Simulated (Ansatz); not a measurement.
# SiGeF (sextet): from Hartree-Fock to the top rungs, cc-pVDZ

The task here is to estimate one member of a computed series from the others.

Computed with Ansatz 0.2.0, Gaussian basis. Level: cc-pVDZ, core rule «outside noble gas», up to 20 orbitals frozen.

The runs, in order: UHF; CCSD(T) on ROHF; CCSD(T) on UHF; BCCD(T) on ROHF; CISD; CCSDT(Q) on ROHF; CCSDT(Q) on UHF.

39 further runs of the same task are left out: 10 for a known fault of the program, 14 that didn't finish, 15 set aside as unsound or not needed.

### What is computed

The geometry is a PBE0/def2-TZVP stationary point (not a proven minimum) of the parent state, kept for this charge and spin. No spin-orbit coupling is included. The filled d shell of Ge may be among the frozen orbitals whatever the setting's name suggests; the logs give the count.

3 atoms, charge 0, spin multiplicity 6.

Atoms are counted from 1 here; the program's logs count them from 0.

Bond lengths: F1–Ge2 1.759 Å, Ge2–Si3 2.416 Å. Angles: F1–Ge2–Si3 106.7°.

The first run:

in.yaml reads:

```yaml
crystal:
  periodic: [false, false, false]
  atoms:
    - {symbol: F, position_ang: [0.000000, -1.068183, 1.360686]}
    - {symbol: Ge, position_ang: [0.000000, 0.397053, 0.388067]}
    - {symbol: Si, position_ang: [0.000000, -0.304362, -1.924126]}
basis:
  gaussian: {orbitals: cc-pVDZ}
magnetization: {spin_polarized: true, initial_magnetization: 5}
hamiltonian: {xc: hf}
output: {orbitals: {seedname: orbitals}}
```

On the command line:

```bash
$ ansatz run in.yaml --threads 1 --pin off --events-out ev --progress --plain --max-ram 2393MiB
```

Among the steps run: UHF; CCSD(T) on ROHF; CCSD(T) on UHF; BCCD(T) on ROHF; CISD; CCSDT(Q) on ROHF; CCSDT(Q) on UHF.

One of the session's tables, all rows but one given; the rest of the session is left out.

| method | from UCCSDT(Q) (meV) |
| --- | --- |
| ROHF | +8519.7 |
| UHF | +8435.5 |
| RMP2 | +859.6 |
| UMP2 | ? |
| RCCSD | +278.3 |
| UCCSD | +264.9 |
| RCCSD(T) | +70.9 |
| UCCSD(T) | +57.8 |
| BCCD(T) | +67.8 |
| RCCSDT | +36.6 |
| UCCSDT | +23.2 |
| RCCSDT(Q) | +17.9 |
| UCCSDT(Q) | 0 |

**Question.** Estimate the row for UMP2.

**Answer.** from UCCSDT(Q) (meV): +852.4. In the column «from UCCSDT(Q) (meV)» it lies between RCCSD (+278.3) and RMP2 (+859.6).

Not comparable, so not listed: CISD (they don't share determinant, frozen orbitals or solution with the rows shown, or repeat one).

Limits of these values: Restricted and unrestricted rows rest on different reference determinants; where their highest levels disagree by more than a few hundredths of an eV, they describe different states and don't form one ladder.
